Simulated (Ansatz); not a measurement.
# CoSi16: the cost of one run

Computed with Ansatz 0.2.0 (DFT PBE, scalar-relativistic, plane waves, PAW, unless a step's input says otherwise).

1 further run of the same task is left out (for a known fault of the program).

## (1) The starting structure

The structure is triclinic, space group P1 (No. 1). Conventional cell: a = 7.679 Å, b = 7.679 Å, c = 7.679 Å, α = 60.00°, β = 60.00°, γ = 60.00°. Si (site symmetry 1) is surrounded by 4 Si at 2.35 Å. Around Si (site symmetry 1) lie 4 Si at 2.35 Å and 1 Co at 2.44 Å. Si (site symmetry 1) has 4 Si at 2.35 Å and 1 Co at 2.40 Å as nearest neighbours. Around Si (site symmetry 1) lie 4 Si at 2.35 Å and 1 Co at 2.72 Å. Around Si (site symmetry 1) lie 4 Si at 2.35 Å and 1 Co at 2.69 Å. Around Si (site symmetry 1) lie 1 Co at 2.27 Å and 4 Si at 2.35 Å. Only part of the 17 independent sites is listed.

Coordinates:

```
CELL_PARAMETERS angstrom
0.00000 5.43000 5.43000
5.43000 0.00000 5.43000
5.43000 5.43000 0.00000
ATOMIC_POSITIONS crystal
Si 0.00000 0.00000 0.00000
Si 0.12500 0.12500 0.12500
Si 0.00000 0.00000 0.50000
Si 0.12500 0.12500 0.62500
Si 0.00000 0.50000 0.00000
Si 0.12500 0.62500 0.12500
Si 0.00000 0.50000 0.50000
Si 0.12500 0.62500 0.62500
Si 0.50000 0.00000 0.00000
Si 0.62500 0.12500 0.12500
Si 0.50000 0.00000 0.50000
Si 0.62500 0.12500 0.62500
Si 0.50000 0.50000 0.00000
Si 0.62500 0.62500 0.12500
Si 0.50000 0.50000 0.50000
Si 0.62500 0.62500 0.62500
Co 0.25804 0.26265 0.73646
```

## (2) End point A relaxed

input.yaml

```yaml
crystal:
  lattice:
    - [0.0, 5.43, 5.43]
    - [5.43, 0.0, 5.43]
    - [5.43, 5.43, 0.0]
  atoms:
    - { symbol: Si, position: [0.0, 0.0, 0.0] }
    - { symbol: Si, position: [0.125, 0.125, 0.125] }
    - { symbol: Si, position: [0.0, 0.0, 0.5] }
    - { symbol: Si, position: [0.125, 0.125, 0.625] }
    - { symbol: Si, position: [0.0, 0.5, 0.0] }
    - { symbol: Si, position: [0.125, 0.625, 0.125] }
    - { symbol: Si, position: [0.0, 0.5, 0.5] }
    - { symbol: Si, position: [0.125, 0.625, 0.625] }
    - { symbol: Si, position: [0.5, 0.0, 0.0] }
    - { symbol: Si, position: [0.625, 0.125, 0.125] }
    - { symbol: Si, position: [0.5, 0.0, 0.5] }
    - { symbol: Si, position: [0.625, 0.125, 0.625] }
    - { symbol: Si, position: [0.5, 0.5, 0.0] }
    - { symbol: Si, position: [0.625, 0.625, 0.125] }
    - { symbol: Si, position: [0.5, 0.5, 0.5] }
    - { symbol: Si, position: [0.625, 0.625, 0.625] }
    - { symbol: Co, position: [0.2580428, 0.2626514, 0.7364582], spin: 1.0 }
magnetization:
  spin_polarized: true
basis:
  ecutwfc: 420.0
kpoints:
  mp_grid: { grid: [2, 2, 2] }
hamiltonian:
  xc: pbe
  pseudopotentials: { kind: paw, azcp: { folder: soft_1 } }
scf:
  occupations: { method: gaussian, width: 0.05 }
  lower_state_search: "off"
relax:
  f_tol: 0.03
  max_steps: 60
  adjacent_minimum: "off"
```

On the command line:

```
$ ansatz run input.yaml --threads 2 --pin off --max-ram 5120MiB --backend cpu --events-out ev --progress --plain --runs-dir out
```

Q: Estimate wall time and peak memory on 2 threads of Arm Neoverse V2, shared host.

About 37 s, with a peak of 0.72 GiB.
